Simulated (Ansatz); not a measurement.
Relaxation of a periodic cell of 63 atoms, AlSi$_{62}$ (host Si, host structure diamond, dopant Al, one Si atom removed), to a largest force component of 0.03 eV/Å in at most 60 steps.

Level of theory: DFT LDA, scalar-relativistic, plane waves, PAW (Ansatz). Settings: PAW set soft_1, cutoff 420 eV, k mesh 1x1x1, gaussian smearing 0.02 eV, spin collinear.

```xyz
63
Lattice="10.8600 0.0000 0.0000 0.0000 10.8600 0.0000 0.0000 0.0000 10.8600" Properties=species:S:1:pos:R:3:forces:R:3
Si 5.476 0.023 0.026 -0.40 -0.54 -0.26
Si 6.800 1.361 1.391 0.16 0.29 -0.66
Si 8.142 2.714 -0.055 0.05 -0.97 0.61
Al 9.511 4.072 1.374 0.12 -0.37 0.09
Si 8.165 -0.006 2.678 0.03 0.26 0.34
Si 9.491 1.339 4.086 -0.21 0.23 -0.13
Si 0.006 -0.025 0.014 -0.28 -0.20 -0.09
Si 1.351 1.324 1.325 0.33 0.41 -0.06
Si 2.735 2.761 0.005 -0.25 -0.16 0.09
Si 4.069 4.097 1.422 0.15 0.15 -0.74
Si 5.493 5.465 0.038 -1.37 -1.27 -1.04
Si 6.757 6.728 1.316 1.04 0.92 0.95
Si 8.103 8.132 0.020 0.45 0.17 -0.39
Si 9.502 9.488 1.391 0.07 -0.25 -0.55
Si 2.715 -0.032 2.660 -0.11 0.66 0.59
Si 4.135 1.353 4.038 -0.69 0.02 0.17
Si 5.435 2.722 2.673 0.24 0.05 0.58
Si 6.807 4.059 4.073 -0.36 0.24 0.12
Si 8.155 5.464 2.757 -0.84 -0.56 -0.18
Si 9.419 6.770 4.054 1.56 0.37 0.72
Si 5.417 -0.002 5.464 0.32 -0.20 -0.54
Si 6.759 1.333 6.833 0.23 0.15 -0.44
Si 8.133 2.715 5.445 0.12 -0.11 -0.16
Si 9.498 4.069 6.783 0.44 -0.50 -0.25
Si 8.178 0.053 8.133 0.14 -0.68 -0.74
Si 9.472 1.283 9.522 0.78 0.93 -0.07
Si 0.017 5.445 0.007 0.78 0.23 -0.32
Si 1.349 6.813 1.402 -0.10 -0.19 -0.60
Si 2.696 8.145 0.031 -0.11 -0.40 -0.28
Si 4.020 9.478 1.326 1.23 0.09 -0.02
Si 1.372 4.110 4.090 0.23 -0.17 -0.20
Si 2.711 5.481 2.715 0.09 -0.13 0.32
Si 4.106 6.833 4.092 0.45 -0.88 -0.18
Si 5.469 8.118 2.697 -0.52 0.28 -0.32
Si 6.809 9.479 4.031 0.02 0.28 0.83
Si -0.012 0.015 5.415 0.62 -0.13 -0.32
Si 1.358 1.332 6.790 0.30 0.27 -0.15
Si 2.738 2.756 5.432 -0.32 -0.88 -0.53
Si 4.056 4.118 6.733 0.47 -0.85 0.83
Si 5.425 5.411 5.488 0.36 0.48 -1.02
Si 6.783 6.787 6.793 0.59 -0.26 0.00
Si 8.198 8.156 5.445 -0.86 -0.19 -0.31
Si 9.512 9.505 6.740 0.02 0.27 0.72
Si 2.745 0.008 8.177 -0.55 -0.34 -0.45
Si 4.070 1.312 9.498 0.51 0.60 0.57
Si 5.452 2.716 8.157 -0.79 0.28 -0.25
Si 6.817 4.048 9.487 -0.41 0.45 0.28
Si 8.162 5.347 8.123 -0.20 1.05 0.14
Si 9.491 6.779 9.488 -0.15 -0.07 0.16
Si 0.001 8.146 2.716 -0.49 -0.20 0.37
Si 1.364 9.489 4.034 -0.01 0.21 0.34
Si 0.037 5.400 5.450 -1.14 0.29 -0.52
Si 1.346 6.776 6.743 0.67 0.40 0.28
Si 2.766 8.137 5.368 -0.74 0.49 0.82
Si 4.074 9.511 6.810 -0.03 -0.33 -0.23
Si -0.006 2.682 8.103 -0.05 0.11 0.74
Si 1.397 4.104 9.472 -0.41 -0.28 -0.03
Si 2.747 5.415 8.082 -0.41 0.51 0.32
Si 4.036 6.773 9.525 0.79 0.24 -0.32
Si 5.492 8.170 8.111 -0.69 -0.09 0.68
Si 6.869 9.554 9.433 -0.63 -0.40 0.83
Si 0.012 8.160 8.132 -0.16 -0.15 -0.21
Si 1.390 9.463 9.497 -0.08 0.36 0.10
```

Task: Where does it end, and by what steps?

Result: It converged. Limits of this set-up: coarse k mesh, PAW files made for another functional, a typed lattice constant that wasn't relaxed here. After 12 steps the energy has fallen by 1.340 eV; Al4 moved furthest, 1.14 Å. Joined: Al4–Si31 (3.84 → 2.77 Å).

```tsv
step	energy less start (eV)	largest force component (eV/Å)	accepted
0	0.0000	1.558	yes
1	-1.1358	0.417	yes
2	-1.2485	0.120	yes
3	-1.2668	0.142	yes
4	-1.2835	0.064	yes
5	-1.2939	0.043	yes
6	-1.3108	0.039	yes
7	-1.3285	0.056	yes
8	-1.3355	0.061	yes
9	-1.3214	0.118	no
10	-1.3386	0.043	yes
11	-1.3395	0.038	yes
12	-1.3400	0.017	yes
```

```xyz
63
Lattice="10.8600 0.0000 0.0000 0.0000 10.8600 0.0000 0.0000 0.0000 10.8600" Properties=species:S:1:pos:R:3
Si 5.418 -0.005 -0.031
Si 6.770 1.346 1.343
Si 8.283 2.678 0.127
Al 10.178 3.403 2.020
Si 8.127 0.005 2.695
Si 9.464 1.492 3.926
Si -0.009 0.008 -0.028
Si 1.227 1.489 1.309
Si 2.714 2.723 -0.031
Si 4.069 4.079 1.342
Si 5.470 5.415 0.010
Si 6.866 6.712 1.390
Si 8.160 8.109 0.002
Si 9.497 9.504 1.340
Si 2.632 0.092 2.656
Si 4.030 1.390 4.033
Si 5.427 2.729 2.699
Si 6.783 4.081 4.075
Si 8.271 5.315 2.737
Si 9.507 6.799 4.073
Si 5.388 0.029 5.403
Si 6.763 1.351 6.780
Si 8.125 2.722 5.419
Si 9.502 4.077 6.772
Si 8.127 -0.006 8.118
Si 9.498 1.345 9.473
Si 0.034 5.313 0.116
Si 1.369 6.801 1.348
Si 2.723 8.147 -0.040
Si 4.050 9.513 1.337
Si 1.213 4.124 3.915
Si 2.724 5.459 2.701
Si 4.082 6.810 4.072
Si 5.445 8.152 2.701
Si 6.774 9.516 4.079
Si -0.048 0.095 5.332
Si 1.329 1.391 6.732
Si 2.617 2.768 5.319
Si 4.049 4.065 6.750
Si 5.424 5.456 5.435
Si 6.799 6.776 6.815
Si 8.120 8.147 5.425
Si 9.497 9.514 6.752
Si 2.700 0.029 8.089
Si 4.075 1.349 9.466
Si 5.447 2.742 8.152
Si 6.880 4.035 9.583
Si 8.168 5.413 8.172
Si 9.545 6.709 9.570
Si -0.001 8.162 2.702
Si 1.338 9.554 4.041
Si 0.000 5.459 5.429
Si 1.370 6.813 6.785
Si 2.697 8.181 5.398
Si 4.066 9.506 6.767
Si -0.003 2.727 8.132
Si 1.373 4.082 9.485
Si 2.732 5.455 8.123
Si 4.111 6.774 9.498
Si 5.432 8.158 8.134
Si 6.802 9.482 9.503
Si -0.001 8.153 8.152
Si 1.378 9.518 9.477
```

Whether the end is a true minimum wasn't checked by a vibrational analysis.

Time of the run: 110 s on 4 threads of Arm Neoverse V2, on a shared host, peak memory 1.5 GiB.
